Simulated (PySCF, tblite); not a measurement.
# C₅H₁₀O₄Si: geometry, infrared bands and NMR shifts

Wanted: the infrared bands and NMR shifts of C₅H₁₀O₄Si (`CC[C@]1(OC=O)CO[SiH2]O1`), by calculation.

The runs use tblite 0.8.0 and PySCF 2.14.0, with density-fitted response routines of our own; the level of theory stands in each step. All values are computed, except where a source is named. Atoms count from 0, in the outputs and in this text.

### 1 The starting structure

20 atoms, charge 0, multiplicity 1; geometry from: force field or distance geometry start.

Bonds of the start (Å): C0–C1 1.52, C1–C2 1.55, C2–O3 1.41, O3–C4 1.39, C4–O5 1.25, C2–C6 1.48, C6–O7 1.40, O7–Si8 1.72, Si8–O9 1.73, O9–C2 1.38, C0–H10 1.13, C0–H11 1.10, C0–H12 1.13, C1–H13 1.11, C1–H14 1.11, C4–H15 1.10, C6–H16 1.10, C6–H17 1.13, Si8–H18 1.45, Si8–H19 1.46.

### 2 Optimising the geometry with GFN2-xTB

The job: settings as JSON, then the geometry in Å.

```
{"job": {"kind": "relax", "xc": "GFN2-xTB", "basis": "xTB"}, "charge": 0, "multiplicity": 1}
C     -2.344900    -0.402700    -0.003400
C     -1.145100    -0.570800    -0.918200
C      0.023600     0.110800    -0.157100
O     -0.411700     1.450900    -0.037700
C      0.395000     2.371200     0.617400
O      1.518000     2.100900     1.096100
C      1.273400    -0.023600    -0.932700
O      2.368100    -0.100000    -0.057900
Si     1.694700    -1.186500     1.097600
O      0.084600    -0.565100     1.049200
H     -3.234500    -0.890300    -0.509000
H     -2.179000    -0.899000     0.968600
H     -2.585300     0.687800     0.177600
H     -0.915300    -1.635700    -1.107400
H     -1.310100     0.038300    -1.826500
H      0.042500     3.404800     0.713400
H      1.424100     0.745500    -1.709600
H      1.241600    -1.041900    -1.429500
H      1.744100    -2.527100     0.548900
H      2.311100    -1.056900     2.417100
```

On the command line:

```sh
> OMP_NUM_THREADS=1 python probes_run.py task.json out
```

One launch serves the whole session: the jobs run in the order shown.

The program printed:

```text
step      E/eV     max force
  0    -921.65789    4.204
  1    -922.13001    5.374
  2    -922.36314    1.933
  3    -922.44887    0.928
  4    -922.53403    0.543
  5    -922.58023    0.612
  6    -922.63540    0.408
  7    -922.66701    0.344
  8    -922.69598    0.344
  9    -922.71966    0.323
 10    -922.74349    0.396
 11    -922.76721    0.363
 12    -922.79290    0.330
 13    -922.81840    0.414
 14    -922.84467    0.521
 15    -922.87134    0.428
 16    -922.89103    0.350
 17    -922.90685    0.248
 18    -922.92178    0.323
 19    -922.93438    0.328
 20    -922.94806    0.265
 21    -922.96323    0.264
 22    -922.97699    0.375
 23    -922.98764    0.354
 24    -922.99731    0.279
 25    -923.00879    0.251
 26    -923.01972    0.308
 27    -923.02820    0.289
 28    -923.03397    0.173
 29    -923.03692    0.124
 30    -923.03921    0.103
 31    -923.04133    0.135
 32    -923.04315    0.121
 33    -923.04444    0.094
 34    -923.04539    0.073
 35    -923.04607    0.063
 36    -923.04670    0.058
 37    -923.04724    0.059
 38    -923.04782    0.058
 39    -923.04843    0.050
 40    -923.04895    0.047
 41    -923.04931    0.052
 42    -923.04960    0.045
 43    -923.04993    0.041
 44    -923.05034    0.052
 45    -923.05077    0.044
 46    -923.05117    0.047
 47    -923.05151    0.037
 48    -923.05183    0.046
 49    -923.05218    0.047
 50    -923.05251    0.036
 51    -923.05278    0.032
 52    -923.05296    0.033
 53    -923.05307    0.028
 54    -923.05316    0.019
 55    -923.05324    0.018
 56    -923.05331    0.016
 57    -923.05337    0.017
 58    -923.05344    0.020
 59    -923.05351    0.020
 60    -923.05359    0.020
 61    -923.05368    0.025
 62    -923.05376    0.024
 63    -923.05384    0.020
 64    -923.05392    0.024
 65    -923.05401    0.023
 66    -923.05409    0.023
 67    -923.05417    0.019
 68    -923.05425    0.019
 69    -923.05431    0.021
 70    -923.05435    0.023
 71    -923.05439    0.019
 72    -923.05443    0.013
 73    -923.05447    0.013
 74    -923.05450    0.014
 75    -923.05453    0.013
 76    -923.05455    0.010
 77    -923.05456    0.009
```

Run time: 1.9 s. Hardware: 1 thread of Intel Xeon at 2.50GHz, shared host; peak memory 0.18 GiB.

Relaxation path: (not every step is listed)

```csv
step,energy from step 0 (eV),largest force (eV/Å)
0,0.0000,4.2043
1,-0.4721,5.3740
2,-0.7053,1.9325
3,-0.7910,0.9279
4,-0.8761,0.5434
5,-0.9223,0.6116
6,-0.9775,0.4084
7,-1.0091,0.3436
8,-1.0381,0.3437
14,-1.1868,0.5213
20,-1.2902,0.2652
26,-1.3618,0.3078
32,-1.3853,0.1207
38,-1.3899,0.0578
44,-1.3925,0.0520
50,-1.3946,0.0356
56,-1.3954,0.0163
62,-1.3959,0.0235
68,-1.3964,0.0186
72,-1.3965,0.0125
73,-1.3966,0.0128
74,-1.3966,0.0143
75,-1.3966,0.0130
76,-1.3967,0.0103
77,-1.3967,0.0087
```

Close pairs (by a distance rule), those that changed most:

```
  bond  before (Å)  after (Å)  change (Å)
O7–Si8       1.723      1.638      -0.085
 C2–C6       1.477      1.558      +0.081
Si8–O9       1.727      1.651      -0.075
 O3–C4       1.388      1.320      -0.068
 C4–O5       1.250      1.194      -0.057
C0–H10       1.133      1.087      -0.046
C0–H12       1.131      1.087      -0.045
C6–H17       1.133      1.094      -0.039
```

The next job starts from the end point, and lists it.

### 3 Infrared spectrum with GFN2-xTB

The job: settings as JSON, then the geometry in Å.

```
{"job": {"kind": "ir", "xc": "GFN2-xTB", "basis": "xTB"}, "charge": 0, "multiplicity": 1}
C     -2.474879    -0.452055    -0.063369
C     -1.219320    -0.519397    -0.924483
C      0.002232     0.065951    -0.206425
O     -0.312665     1.453245     0.034699
C      0.531164     2.195799     0.726873
O      1.607438     1.898165     1.148693
C      1.296870    -0.052574    -1.064492
O      2.243840    -0.775608    -0.352975
Si     1.771222    -1.098876     1.181722
O      0.217426    -0.573470     0.990293
H     -3.301089    -0.943090    -0.571341
H     -2.296851    -0.948460     0.886974
H     -2.742910     0.583293     0.128250
H     -0.985575    -1.558642    -1.160888
H     -1.364697     0.034220    -1.853436
H      0.076389     3.195287     0.855876
H      1.687123     0.944555    -1.290203
H      1.084412    -0.570598    -2.004727
H      1.694371    -2.539765     1.357683
H      2.480352    -0.327303     2.178238
```

The program printed:

```text
mode    cm-1     km/mol
  1      69.6      0.69
  2      93.9      0.72
  3     110.0      1.46
  4     150.1     18.16
  5     169.3      0.08
  6     202.9      6.71
  7     218.8      1.03
  8     257.7     15.51
  9     304.1      1.40
 10     372.5      5.04
 11     450.9      7.43
 12     467.3      8.76
 13     487.7     34.25
 14     497.5     17.63
 15     597.4     11.82
 16     638.6    106.05
 17     673.8     75.18
 18     754.0      6.49
 19     793.7     27.45
 20     805.4     21.39
 21     824.9    254.28
 22     827.0    243.64
 23     891.3     80.98
 24     893.1     11.07
 25     934.9     13.12
 26     994.5     49.91
 27    1025.4     58.63
 28    1062.0     18.94
 29    1120.4    125.31
 30    1127.0     50.51
 31    1136.3    100.06
 32    1152.0    116.95
 33    1185.3    122.36
 34    1216.5     39.81
 35    1251.2      8.55
 36    1308.3      6.45
 37    1326.0      1.34
 38    1360.2     28.63
 39    1402.9      4.26
 40    1456.8      0.55
 41    1479.2      1.71
 42    1486.1      3.51
 43    1497.9      6.16
 44    1792.3    449.74
 45    2345.6    329.95
 46    2417.4    148.99
 47    2804.1    102.01
 48    2930.2     35.46
 49    2950.4     32.68
 50    2986.0     31.10
 51    2990.0     21.13
 52    3039.8     35.19
 53    3051.4     21.46
 54    3053.9     20.37
```

It took 2.5 s on 1 thread of Intel Xeon at 2.50GHz, shared host; peak memory 0.18 GiB.

Which atoms move in the most intense modes:

```
cm⁻¹  km/mol                                 atoms
 825   254.3   O7 27 %, Si8 22 %, O9 14 %, C6 10 %
 827   243.6          H19 41 %, H18 38 %, Si8 12 %
1120   125.3            C1 16 %, C2 14 %, H12 12 %
1152   117.0            O3 24 %, C4 23 %, H16 10 %
1185   122.4  C2 20 %, H17 18 %, O3 15 %, H16 11 %
1792   449.7                      C4 60 %, O5 38 %
2346   329.9                              H18 92 %
2417   149.0                              H19 92 %
```

### 4 Shielding tensors: PBE0/pcSseg-1

The job, as its differences from that of step 3:

```diff
@@ -1,2 +1,2 @@
-{"job": {"kind": "ir", "xc": "GFN2-xTB", "basis": "xTB"}, "charge": 0, "multiplicity": 1}
+{"job": {"kind": "nmr", "xc": "PBE0", "basis": "pcSseg-1"}, "charge": 0, "multiplicity": 1}
 C     -2.474879    -0.452055    -0.063369
```

With the program's defaults for keys left out, this is: GIAO PBE0/pcSseg-1 NMR shielding, non-relativistic, gas phase.

The program printed:

```text
coarse grid: 17600 points
cycle   1  E = -785.9003436644  dE =  1.873e+00  |g| = 1.232e+00  |ddm| = 4.054e+00
cycle   2  E = -785.4229026310  dE =  4.774e-01  |g| = 2.032e+00  |ddm| = 2.255e+00
cycle   3  E = -786.1527007288  dE = -7.298e-01  |g| = 3.401e-01  |ddm| = 1.575e+00
cycle   4  E = -786.1728038850  dE = -2.010e-02  |g| = 1.021e-01  |ddm| = 2.696e-01
cycle   5  E = -786.1744845451  dE = -1.681e-03  |g| = 2.263e-02  |ddm| = 6.445e-02
cycle   6  E = -786.1745893751  dE = -1.048e-04  |g| = 5.929e-03  |ddm| = 2.047e-02
cycle   7  E = -786.1745960773  dE = -6.702e-06  |g| = 1.634e-03  |ddm| = 4.851e-03
final grid: 166520 points
cycle   8  E = -786.2760655647  dE = -3.214e-05  |g| = 1.628e-02  |ddm| = 3.176e-02
cycle   9  E = -786.2760089939  dE =  5.657e-05  |g| = 2.422e-02  |ddm| = 2.416e-02
cycle  10  E = -786.2761109534  dE = -1.020e-04  |g| = 2.631e-03  |ddm| = 1.541e-02
cycle  11  E = -786.2761122320  dE = -1.279e-06  |g| = 4.903e-04  |ddm| = 1.832e-03
cycle  12  E = -786.2761122695  dE = -3.752e-08  |g| = 1.684e-04  |ddm| = 4.367e-04
cycle  13  E = -786.2761122753  dE = -5.812e-09  |g| = 4.018e-05  |ddm| = 1.475e-04
cycle  14  E = -786.2761122756  dE = -2.926e-10  |g| = 1.507e-05  |ddm| = 4.574e-05
converged SCF energy = -786.2761122756

GIAO shielding tensors (ppm)
atom      isotropic    diamagn.    paramagn.     s11        s22        s33       span
  0 C      177.754     245.728     -67.974    169.321    176.168    187.772     18.450
  1 C      147.210     247.982    -100.772    130.483    144.241    166.907     36.425
  2 C       78.180     248.485    -170.305     65.317     71.735     97.489     32.173
  3 O       64.574     404.782    -340.208   -100.285    118.955    175.053    275.338
  4 C       21.345     247.495    -226.151    -80.255     67.368     76.922    157.178
  5 O     -114.206     404.686    -518.892   -411.009   -230.256    298.646    709.655
  6 C      108.733     247.635    -138.903     83.328    102.020    140.851     57.523
  7 O      296.739     395.872     -99.134    241.664    259.467    389.084    147.420
  8 Si     347.138     882.369    -535.232    315.336    336.439    389.637     74.302
  9 O      235.226     401.222    -165.995    174.453    235.384    295.842    121.389
 10 H       30.739      27.746       2.994     25.988     27.677     38.553     12.565
 11 H       30.030      30.314      -0.284     24.604     30.240     35.247     10.642
 12 H       30.318      30.102       0.216     25.145     29.380     36.429     11.285
 13 H       30.188      32.254      -2.066     25.374     30.286     34.905      9.531
 14 H       29.849      31.900      -2.051     25.298     29.365     34.884      9.586
 15 H       23.585      26.912      -3.328     18.425     23.543     28.786     10.361
 16 H       27.130      31.942      -4.813     24.328     26.583     30.478      6.150
 17 H       27.492      31.350      -3.858     22.703     28.092     31.682      8.980
 18 H       26.675      30.344      -3.669     22.916     23.789     33.322     10.406
 19 H       26.330      30.322      -3.991     22.188     24.430     32.372     10.184
```

It took 2.1 min on 1 thread of Intel Xeon at 2.50GHz, shared host; peak memory 1.1 GiB.

Shifts follow as δ = σ(reference) − σ, with reference shieldings (ppm) from runs at the same level and on the same kind of geometry: 1H TMS 31.72, 13C TMS 186.9, 29Si TMS 349.2, 17O H2O 336.1. The references are single molecules in the gas phase, so shifts against H2O, NH3, PH3, H3PO4 or CFCl3 are not on the usual liquid scales and can be off by tens of ppm. Atoms listed in one row are averaged.

| atoms | environment | σ (ppm) | δ (ppm) | δ scaled to CDCl3 |
| --- | --- | --- | --- | --- |
| C4 | ester carbonyl carbon | 21.3 | 165.6 | 159.7 |
| C2 | sp3 carbon bearing two oxygens | 78.2 | 108.7 | 104.2 |
| C6 | sp3 CH2 bonded to O | 108.7 | 78.2 | 74.4 |
| C1 | sp3 CH2 | 147.2 | 39.7 | 36.8 |
| C0 | methyl carbon | 177.8 | 9.2 | 7.0 |
| H15 | hydrogen on an ester carbonyl carbon | 23.58 | 8.13 | 7.77 |
| H19 | hydrogen on a silicon bonded to 2 O, in a 5-membered ring | 26.33 | 5.39 | – |
| H18 | hydrogen on a silicon bonded to 2 O, in a 5-membered ring | 26.68 | 5.04 | – |
| H16 | hydrogen on an sp3 CH2 bonded to O | 27.13 | 4.59 | 4.43 |
| H17 | hydrogen on an sp3 CH2 bonded to O | 27.49 | 4.22 | 4.09 |
| H14 | hydrogen on an sp3 CH2 | 29.85 | 1.87 | 1.87 |
| H13 | hydrogen on an sp3 CH2 | 30.19 | 1.53 | 1.55 |
| H10, H11, H12 | hydrogen on a methyl carbon | 30.36 | 1.35 | 1.38 |
| O5 | ester carbonyl oxygen | -114.2 | 450.3 | – |
| O3 | ester alkoxy oxygen | 64.6 | 271.5 | – |
| O9 | oxygen bonded to C, Si, in a 5-membered ring | 235.2 | 100.9 | – |
| O7 | oxygen bonded to C, Si, in a 5-membered ring | 296.7 | 39.3 | – |
| Si8 | silicon bonded to 2 O, 2 H, in a 5-membered ring | 347.1 | 2.0 | – |

The scaled column applies a straight-line fit of computed shieldings to shifts measured in CDCl3 (root-mean-square error 0.16 ppm for H, 1.9 ppm for C).

The run also stored atomic charges by several schemes (e):

| atoms | Mulliken | IAO | Hirshfeld | ESP fit |
| --- | --- | --- | --- | --- |
| C0 | -0.25 | -0.42 | -0.12 | -0.17 |
| C1 | -0.16 | -0.26 | -0.08 | -0.12 |
| C2 | 0.11 | 0.37 | 0.16 | 0.49 |
| O3 | -0.44 | -0.35 | -0.09 | -0.43 |
| C4 | 0.45 | 0.41 | 0.18 | 0.54 |
| O5 | -0.41 | -0.44 | -0.22 | -0.48 |
| C6 | 0.22 | -0.08 | -0.01 | -0.14 |
| O7 | -0.62 | -0.64 | -0.24 | -0.40 |
| Si8 | 0.99 | 1.21 | 0.46 | 0.73 |
| O9 | -0.60 | -0.63 | -0.22 | -0.38 |

Mayer bond orders: C0–C1 1.05, C1–C2 0.99, C2–O3 0.77, O3–C4 1.15, C4–O5 1.92, C2–C6 0.99, C6–O7 0.91, O7–Si8 0.98, Si8–O9 0.90, O9–C2 0.95.

Ring of atoms C2, C6, O7, Si8, O9: NICS(0) -6.7, NICS(1) -2.2, NICS(1)zz -6.8 ppm (means of both faces).

### 5 What came out

| quantity | value |
| --- | --- |
| strongest single infrared mode (GFN2-xTB) | 1792 cm⁻¹, 450 km/mol |
| zero-point energy (GFN2-xTB) | 93.5 kcal/mol |
| 13C shifts against TMS (PBE0/pcSseg-1) | 165.6, 108.7, 78.2, 39.7, 9.2 ppm |
| 1H shifts against TMS (PBE0/pcSseg-1, means over atoms taken as alike) | 8.13, 5.39, 5.04, 4.59, 4.22, 1.87, 1.53, 1.35 ppm |
| 17O shifts against H2O (PBE0/pcSseg-1) | 450.3, 271.5, 100.9, 39.3 ppm |
| 29Si shifts against TMS (PBE0/pcSseg-1) | 2.0 ppm |

What this shows: Relaxing lowered the energy by 1.397 eV in 77 steps; the close pair that moved most is O7–Si8, from 1.723 to 1.638 Å. All 54 modes are real, so the xTB geometry is a minimum. The strongest single mode, at 1792 cm⁻¹, moves mainly C4 and O5. Unscaled tight-binding wavenumbers are off by several per cent, some by more. Its intensities can rank the bands wrongly. At PBE0/pcSseg-1: The largest span, 710 ppm, is at O5, where the paramagnetic term is -519 ppm.
